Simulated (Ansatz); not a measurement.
This script makes vertical spin-state energies of C2H2FI, SMILES C=C(F)I with Ansatz 0.2.0 through its Python package.

Input file `c2h2fi.xyz`:
```text
6

C     0.59090    0.04780    0.55050
C    -0.48900   -0.00960   -0.30830
F    -1.69420    0.55720    0.03340
I    -0.29880   -0.94930   -2.10420
H     0.41850    0.60780    1.46270
H     1.51460   -0.31780    0.31970
```

`run_spin.py`
```python
import warnings

import ansatz as az


def main() -> None:
    warnings.simplefilter("ignore", az.DeckWarning)

    molecule = az.Crystal.molecule_from_extxyz("c2h2fi.xyz")

    setup = molecule.calculation()
    setup = setup.basis(gaussian="def2-SVP")
    setup = setup.functional("R2SCAN0")
    found = {}
    for unpaired in [0, 2]:
        data = setup.spin("collinear", total=unpaired).run().report
        s = unpaired / 2
        found[unpaired] = data["free_energy_ev"]
        print(f"2S+1 = {unpaired + 1}: E = {found[unpaired]:.5f} eV, <S^2> = {abs(data['mean_field']['state']['spin_squared']):.3f} (pure state {s * (s + 1):.2f})")
    lowest = min(found, key=found.get)
    for unpaired, e in found.items():
        print(f"multiplicity {unpaired + 1}: {23.060548 * (e - found[lowest]):.1f} kcal/mol above the lowest")


if __name__ == "__main__":
    main()
```

Which spin state is lowest at this geometry, and how far above lie the others?

In order: multiplicity 1 (+0.00 eV) and multiplicity 3 (+3.32 eV), all at the one geometry.

What the script printed:

```console
$ python run_spin.py
2S+1 = 1: E = -12918.41635 eV, <S^2> = 0.000 (pure state 0.00)
2S+1 = 3: E = -12915.09280 eV, <S^2> = 2.015 (pure state 2.00)
multiplicity 1: 0.0 kcal/mol above the lowest
multiplicity 3: 76.6 kcal/mol above the lowest
```

Reading the output:
- These settings explore the input space; basis and method may be short of convergence.
- The geometry is a force-field or estimated start, not a minimum of this method, and the basis set is short of its limit. All parts are taken at fixed geometry, without zero-point energy.
- def2 sets replace the cores of elements past krypton by effective core potentials.
- Spin-orbit coupling, which mixes and shifts the spin states of heavy atoms, is left out.
- Wall time of the script: 19 s on 1 thread of Arm Neoverse V2 (shared host), peak memory 0.31 GiB.

(Lines on the test bed's own set-up are left out of the output.)
